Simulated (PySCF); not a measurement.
# WSe₂: relaxation and vibrations of the singlet

Where does singlet WSe₂ go from a end-on start, is the end point a minimum, and what are its modes, charges and moments?

Computed with PySCF 2.14.0. Level: PBE0, basis W def2-SVP with ECP60, Se def2-SVP, scalar-relativistic core potentials, no spin–orbit coupling, density fitting.

## 1. The system as given

3 atoms, charge 0, spin multiplicity 1.

Bond lengths: W1–Se2 2.606 Å, Se2–Se3 2.348 Å. Angles: W1–Se2–Se3 119.9°.

Z-matrix (Å, degrees; charge 0 multiplicity 1):
```
W
Se 1 2.6059
Se 2 2.3481 1 119.89
```

## 2. The SCF at the typed geometry

One driver script runs all steps and calls PySCF; scf.py shows how it sets up the SCF of each step. The optimiser is the driver's own. After this first run the driver tries any further starts and a stability analysis.

scf.py

```python
from pyscf import gto, scf, dft
mol = gto.M(atom='''
W      0.000000     0.000000     0.000000
Se     0.000000     0.000000     2.605900
Se     2.035800     0.000000     3.775900''',
    basis={'W': 'def2-SVP', 'Se': 'def2-SVP'},
    ecp={'W': 'def2-SVP'},
    charge=0, spin=0)
mf = dft.RKS(mol, xc='PBE0')
mf.grids.atom_grid = (50, 194)
aux = {'W': 'def2-universal-JKFIT', 'Se': 'def2-universal-JKFIT'}
mf = mf.density_fit(auxbasis=aux)
mf.conv_tol = 1e-08
mf.diis_space = 10
mf.max_cycle = 60
mf.init_guess = 'minao'
mf.verbose = 4
mf.kernel()
```

Launch:

```sh
$ OMP_NUM_THREADS=2 python axn.py task.json out
```

Output, cut to the lines that bear on the results:

```text
[... the frontier levels of the middle cycles are left out ...]
init E= -4855.07985726213
cycle= 1 E= -4868.20484198872  delta_E= -13.1  |g|= 1.34  |ddm|= 7.33
  HOMO = 0.0384675642326942  LUMO = 0.0713255981014613  gap/eV = 0.89411
cycle= 2 E= -4862.68668582868  delta_E= 5.52  |g|= 3.08  |ddm|= 10.1
  HOMO = -0.16421375287226  LUMO = -0.150479745224667  gap/eV = 0.37372
cycle= 3 E= -4868.66724071036  delta_E= -5.98  |g|= 0.63  |ddm|= 10.1
cycle= 4 E= -4868.62942494006  delta_E= 0.0378  |g|= 0.745  |ddm|= 1.85
cycle= 5 E= -4868.80356964538  delta_E= -0.174  |g|= 0.219  |ddm|= 0.938
cycle= 6 E= -4868.82174335267  delta_E= -0.0182  |g|= 0.0727  |ddm|= 0.405
cycle= 7 E= -4868.82407443653  delta_E= -0.00233  |g|= 0.0183  |ddm|= 0.184
cycle= 8 E= -4868.82437733034  delta_E= -0.000303  |g|= 0.0104  |ddm|= 0.0741
cycle= 9 E= -4868.82462580273  delta_E= -0.000248  |g|= 0.0051  |ddm|= 0.0785
cycle= 10 E= -4868.82482429884  delta_E= -0.000198  |g|= 0.00365  |ddm|= 0.0825
cycle= 11 E= -4868.82493935064  delta_E= -0.000115  |g|= 0.00307  |ddm|= 0.0524
cycle= 12 E= -4868.82521756259  delta_E= -0.000278  |g|= 0.00221  |ddm|= 0.158
cycle= 13 E= -4868.82538272106  delta_E= -0.000165  |g|= 0.00298  |ddm|= 0.154
cycle= 14 E= -4868.82537753664  delta_E= 5.18e-06  |g|= 0.00169  |ddm|= 0.0116
cycle= 15 E= -4868.82543714483  delta_E= -5.96e-05  |g|= 0.00152  |ddm|= 0.117
cycle= 16 E= -4868.82544267546  delta_E= -5.53e-06  |g|= 0.000801  |ddm|= 0.0293
cycle= 17 E= -4868.8254432083  delta_E= -5.33e-07  |g|= 0.000411  |ddm|= 0.0111
cycle= 18 E= -4868.82544342189  delta_E= -2.14e-07  |g|= 0.000245  |ddm|= 0.00385
cycle= 19 E= -4868.82544349302  delta_E= -7.11e-08  |g|= 0.000156  |ddm|= 0.00214
cycle= 20 E= -4868.8254435265  delta_E= -3.35e-08  |g|= 5.55e-05  |ddm|= 0.00159
cycle= 21 E= -4868.82544353683  delta_E= -1.03e-08  |g|= 2.71e-05  |ddm|= 0.000731
cycle= 22 E= -4868.82544353951  delta_E= -2.68e-09  |g|= 1.7e-05  |ddm|= 0.000554
  HOMO = -0.224324758195814  LUMO = -0.149913325669325  gap/eV = 2.02484
Extra cycle  E= -4868.82544353953  delta_E= -2e-11  |g|= 2.27e-05  |ddm|= 8.74e-05
converged SCF energy = -4868.82544353953
```

This step, with its further starts and checks, took 19 s on 2 threads of Arm Neoverse V1, shared host.

Energies from each starting density:

| start | energy (Eh) |
| --- | --- |
| the minimal-basis guess | -4868.825444 |
| a thermally smeared density | -4868.813620 |
| a smeared PBE density | -4868.813620 |

The test of internal stability and the other starts found no lower closed-shell solution.

## 3. Relaxation: end-on start, singlet

The program finds Cs symmetry in the start, which this walk keeps.

Changes to scf.py since step 2:

```diff
@@ -3,3 +3,3 @@
-W      0.000000     0.000000     0.000000
-Se     0.000000     0.000000     2.605900
-Se     2.035800     0.000000     3.775900''',
+W     -0.473245     0.000000    -1.483522
+Se    -0.473245     0.000000     1.122378
+Se     1.562555     0.000000     2.292378''',
@@ -16 +15,0 @@
-mf.init_guess = 'minao'
```

Energy and gradient, step by step:

| step | energy (Eh) | change (kJ/mol) | largest symmetric gradient (Eh/bohr) |
| --- | --- | --- | --- |
| 0 | -4868.825444 | 0.00 | 0.05949 |
| 1 | -4868.844546 | -50.15 | 0.04082 |
| 2 | -4868.848636 | -60.89 | 0.04358 |
| 3 | -4868.854001 | -74.98 | 0.01046 |
| 4 | -4868.857481 | -84.11 | 0.01678 |
| 5 | -4868.862532 | -97.38 | 0.02565 |
| 6 | -4868.869803 | -116.47 | 0.03335 |
| 7 | -4868.879376 | -141.60 | 0.03787 |
| 8 | -4868.889474 | -168.11 | 0.03468 |
| 9 | -4868.892413 | -175.83 | 0.06361 |
| 10 | -4868.898242 | -191.13 | 0.01498 |
| 11 | -4868.898839 | -192.70 | 0.00546 |
| 12 | -4868.899304 | -193.92 | 0.00466 |
| 13 | -4868.899413 | -194.21 | 0.00270 |
| 14 | -4868.899566 | -194.61 | 0.00145 |
| 15 | -4868.899593 | -194.68 | 0.00086 |
| 16 | -4868.899604 | -194.71 | 0.00030 |
| 17 | -4868.899605 | -194.71 | 0.00003 |

The walk took 74 s.

It settles in C2v symmetry, 194.7 kJ/mol below the start, after 17 steps: Se–Se 2.280 Å, W–Se 2.427 Å, W–Se 2.434 Å; Se–Se–W 61.9°, Se–Se–W 62.2°, Se–W–Se 55.9°.

## 4. Frequencies

The point is checked on the finer grid, and tightened if its gradient asks for it. The Hessian and the dipole derivatives come from central differences of analytic gradients, with steps of 0.02 bohr.

Changes to scf.py since step 3:

```diff
@@ -3,3 +3,3 @@
-W     -0.473245     0.000000    -1.483522
-Se    -0.473245     0.000000     1.122378
-Se     1.562555     0.000000     2.292378''',
+W      0.010786     0.000000    -0.997406
+Se    -1.152873     0.000000     1.135906
+Se     1.128038     0.000000     1.160573''',
@@ -10 +10 @@
-mf.grids.atom_grid = (50, 194)
+mf.grids.atom_grid = (75, 302)
@@ -13 +13 @@
-mf.conv_tol = 1e-08
+mf.conv_tol = 1e-10
```

This SCF starts from the last density.

SCF at the final geometry:

```text
init E= -4868.89974473194
  HOMO = -0.183267045179813  LUMO = -0.125071154780603  gap/eV = 1.58359
cycle= 1 E= -4868.89974473179  delta_E= 1.53e-10  |g|= 2.42e-05  |ddm|= 4.97e-05
  HOMO = -0.183267454087026  LUMO = -0.12507172205281  gap/eV = 1.58359
cycle= 2 E= -4868.89974473109  delta_E= 7.02e-10  |g|= 5.3e-05  |ddm|= 0.000107
  HOMO = -0.183266749335322  LUMO = -0.12507090947401  gap/eV = 1.58359
cycle= 3 E= -4868.89974473196  delta_E= -8.68e-10  |g|= 4.46e-06  |ddm|= 7.42e-05
  HOMO = -0.183267052340881  LUMO = -0.125071266412232  gap/eV = 1.58359
cycle= 4 E= -4868.89974473196  delta_E= -7.28e-12  |g|= 5.36e-07  |ddm|= 5.89e-06
  HOMO = -0.183266923183686  LUMO = -0.125071145974126  gap/eV = 1.58359
Extra cycle  E= -4868.89974473197  delta_E= -8.19e-12  |g|= 1.61e-06  |ddm|= 2.76e-06
converged SCF energy = -4868.89974473197
```

The whole step took 60 s.

Geometry: C2v; Se–Se 2.281 Å, W–Se 2.430 Å (×2); Se–Se–W 62.0° (×2), Se–W–Se 56.0°.

Harmonic modes (main isotopes):

```csv
symmetry,ω (cm⁻¹),IR (km/mol)
b2,54,1.8
a1,242,0.3
a1,349,8.1
```

No imaginary mode, so this is a minimum.

Constants and moments:

```
Dipole moment                                                   : 1.89 D
Highest occupied level                                          : -4.99 eV
Lowest empty level                                              : -3.40 eV
Rotational constants                                            : 0.08108, 0.04281, 0.02802 cm⁻¹
Zero-point energy                                               : 3.9 kJ/mol
Principal polarisabilities                                      : 70.8, 106.6, 126.6 bohr³
Atomisation energy without zero-point energy                    : 467 kJ/mol
Principal traceless quadrupole moments about the centre of mass : -5.81, 1.36, 4.45 D Å
Entropy at 298.15 K and 1 bar                                   : 330.0 J/(mol K)
Heat capacity Cp at 298.15 K                                    : 55.6 J/(mol K)
Enthalpy at 298.15 K above 0 K                                  : 14.35 kJ/mol
Rotational symmetry number                                      : 2
```

Populations by atom (charges in e):

```json
{"atom": "W1", "Mulliken": "0.17", "Löwdin": "-0.44", "polar tensor": "0.33", "Mayer order to W1": "–"}
{"atom": "Se2,3", "Mulliken": "-0.09", "Löwdin": "0.22", "polar tensor": "-0.17", "Mayer order to W1": "1.36"}
```

Outer orbital energies (eV). occupied: -17.23, -10.32, -9.87, -9.26, -8.16, -6.60, -5.58, -4.99; empty: -3.40, -3.12, -2.68, -2.18.

Mulliken populations on W1 (outside its core potential): s 3.23, p 6.18, d 4.40, f 0.02.

## 5. A spin-polarised start

A stability analysis found the closed shell of the lowest minimum unstable towards spin polarisation, so the unrestricted solution is followed.

The program finds C2v symmetry in the start, which may break.

Changes to scf.py since step 4:

```diff
@@ -3,3 +3,3 @@
-W      0.010786     0.000000    -0.997406
-Se    -1.152873     0.000000     1.135906
-Se     1.128038     0.000000     1.160573''',
+W      0.010788     0.000000    -0.997559
+Se    -1.152872     0.000000     1.135752
+Se     1.128040     0.000000     1.160419''',
@@ -9,2 +9,2 @@
-mf = dft.RKS(mol, xc='PBE0')
-mf.grids.atom_grid = (75, 302)
+mf = dft.UKS(mol, xc='PBE0')
+mf.grids.atom_grid = (50, 194)
@@ -13 +13 @@
-mf.conv_tol = 1e-10
+mf.conv_tol = 1e-08
```

Energy and gradient, step by step:

```csv
step,energy (Eh),change (kJ/mol),largest gradient (Eh/bohr)
0,-4868.947292,0.00,0.01567
1,-4868.948347,-2.77,0.00537
2,-4868.948434,-3.00,0.00026
3,-4868.948434,-3.00,0.00004
```

The walk took 22 s.

End point (C2v, 3 steps, 3.0 kJ/mol gained): Se–Se 2.328 Å, W–Se 2.400 Å (×2); Se–Se–W 61.0° (×2), Se–W–Se 58.0°.

## 6. Hessian and properties

The point was taken to the finer grid, but the Hessian ran out of time, so its nature is unknown.

## 7. What came out

```
                            quantity                                                                value
                             minimum      singlet, C2v (closed shell, unstable towards spin polarisation)
                            geometry  Se–Se 2.281 Å, W–Se 2.430 Å (×2); Se–Se–W 62.0° (×2), Se–W–Se 56.0°
                  wavenumbers (cm⁻¹)                                          54 (b2), 242 (a1), 349 (a1)
                       dipole moment                                                               1.89 D
highest occupied, lowest empty level                                                      -4.99, -3.40 eV
           polar-tensor charge of W1                                                              +0.33 e
                   zero-point energy                                                           3.9 kJ/mol
```

In words: From Cs at the start the molecule goes to a C2v minimum. In the infrared the band at 349 cm⁻¹ (a1) leads. Only this shape and spin were tried, so other structures or states may lie lower. A stability analysis at the minimum finds the closed shell unstable towards spin polarisation: an open-shell solution lies lower, and these values are not those of the lowest state. Spin–orbit coupling, left out here, can matter for elements this heavy.

The search up to here took 4.5 min on 2 threads of Arm Neoverse V1, shared host.
